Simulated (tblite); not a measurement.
# C5H9N3OSi: the cost of one run

The runs use tblite 0.8.0 and PySCF 2.14.0, with density-fitted response routines of our own; the level of theory stands in each step. All values are computed, except where a source is named. Atoms count from 0, in the outputs and in this text.

### Step 1. The molecule as given

19 atoms, charge 0, multiplicity 1; geometry from: force field or distance geometry start.

Bonds of the start (Å): C0–C1 1.50, C1–N2 1.35, N2–C3 1.36, C3–N4 1.33, N4–N5 1.34, N5–C6 1.35, C6–C7 1.49, C7–O8 1.39, O8–Si9 1.71, C6–C1 1.38, C0–H10 1.11, C0–H11 1.08, C0–H12 1.14, C3–H13 1.08, C7–H14 1.11, C7–H15 1.13, Si9–H16 1.46, Si9–H17 1.49, Si9–H18 1.47.

### Step 2. Relaxing the molecule with GFN2-xTB

What the job is given:

```
{"job": {"kind": "relax", "xc": "GFN2-xTB", "basis": "xTB"}, "charge": 0, "multiplicity": 1}
C     -1.420900    -1.688800     0.505700
C     -1.273400    -0.248400     0.097600
N     -2.248900     0.602700     0.482600
C     -2.106000     1.905500     0.101900
N     -1.038200     2.311700    -0.577200
N     -0.066000     1.463800    -0.955100
C     -0.164200     0.159200    -0.611100
C      0.938200    -0.759300    -0.998900
O      1.806000    -1.013200     0.059400
Si     2.543300     0.419300     0.622400
H     -1.291500    -2.329600    -0.392800
H     -0.779900    -2.001500     1.321800
H     -2.486800    -1.891000     0.852500
H     -2.860000     2.629100     0.382200
H      1.522600    -0.391300    -1.863100
H      0.514200    -1.762200    -1.284200
H      2.016200     0.922600     1.884000
H      2.400100     1.522700    -0.373100
H      3.985300     0.157800     0.738100
```

On the command line:

```sh
> OMP_NUM_THREADS=1 python probes_run.py task.json out
```

This one command runs all jobs of the session in turn.

Q: Estimate the wall time and peak memory of this first job on 1 thread of Arm Neoverse N1, shared host.

About 1.9 s, with a peak of 0.18 GiB.
